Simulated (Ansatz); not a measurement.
**SrNbO3: a trial structure relaxed**

Aim: relax SrNbO3 from this start, structure listed in a database for this formula (Pm-3m, No. 221), and see where it ends.

Computed with Ansatz 0.2.0 (DFT r2SCAN, scalar-relativistic, plane waves, PAW, unless a step's input says otherwise).

1 further run of the same task is left out (set aside as unsound or not needed).

## 1. The structure to begin with

It takes space group Pm-3m (No. 221, cubic). Conventional cell: a = 4.070 Å, b = 4.070 Å, c = 4.070 Å, α = 90.00°, β = 90.00°, γ = 90.00°. Sr (site symmetry m-3m) is surrounded by 12 O at 2.88 Å. Nb (site symmetry m-3m) has 6 O at 2.03 Å in its first shell of neighbours. Around O (site symmetry 4/mmm) lie 2 Nb at 2.03 Å and 4 Sr at 2.88 Å.

Coordinates:

```
CELL_PARAMETERS angstrom
4.06969 0.00000 0.00000
0.00000 4.06969 0.00000
0.00000 0.00000 4.06969
ATOMIC_POSITIONS crystal
Sr 0.50000 0.50000 0.50000
Nb 0.00000 0.00000 0.00000
O 0.00000 0.50000 0.00000
O 0.00000 0.00000 0.50000
O 0.50000 0.00000 0.00000
```

(A quick probe on a coarse mesh, which set the mesh and smearing, is not shown.)

## 3. Relaxing cell and atoms

Input file input.yaml:

```yaml
crystal:
  lattice:
    - [4.0696897567, 0.0, 0.0]
    - [0.0, 4.0696897567, 0.0]
    - [0.0, 0.0, 4.0696897567]
  atoms:
    - { symbol: Sr, position: [0.5, 0.5, 0.5] }
    - { symbol: Nb, position: [0.0, 0.0, 0.0], spin: 0.33 }
    - { symbol: O, position: [0.0, 0.5, 0.0] }
    - { symbol: O, position: [0.0, 0.0, 0.5] }
    - { symbol: O, position: [0.5, 0.0, 0.0] }
basis:
  ecutwfc: 500
kpoints:
  mp_grid: { grid: [10, 10, 10] }
hamiltonian:
  xc: r2scan
scf:
  occupations: { method: gaussian, width: 0.1 }
output:
  forces: true
  stress: true
  eigenvalues: true
  populations: true
magnetization:
  spin_polarized: true
relax:
  adjacent_minimum: "off"
  f_tol: 0.01
  max_steps: 80
  cell: { stress_tol: 0.05 }
```

Run with:

```
$ ansatz run input.yaml --threads 1 --pin off --max-ram 2560MiB --backend cpu --events-out ev --progress --plain --runs-dir out
```

What does the calculation give?

The runs gave:

Formation energies count from the elements, computed with the same settings in runs not shown here.

```
                          quantity                                                                      value
                              cell  a = 4.038 Å, b = 4.038 Å, c = 4.038 Å, α = 90.00°, β = 90.00°, γ = 90.00°
                       space group                                                            Pm-3m (No. 221)
                            volume                                                              13.17 Å³/atom
                   gap on the mesh                                                               none (metal)
formation energy from the elements                                                             -3.091 eV/atom
                    largest moment                                                                    0.07 μB
```

**Reading.** The space group stayed Pm-3m, and from the first guess the volume went from 13.48 to 13.17 Å³/atom. With -3.09 eV/atom it lies under the elements, which doesn't yet make it stable against other compounds of them. Other magnetic orders or occupations could lie lower; they were not searched in full. The small moment in this metal comes from r2SCAN alone, which enlarges such moments; no other functional was run here. An odd count of electrons in a cell without spin polarisation forces a partly filled band, so those cells are metals by count; spin or a larger cell could change that.
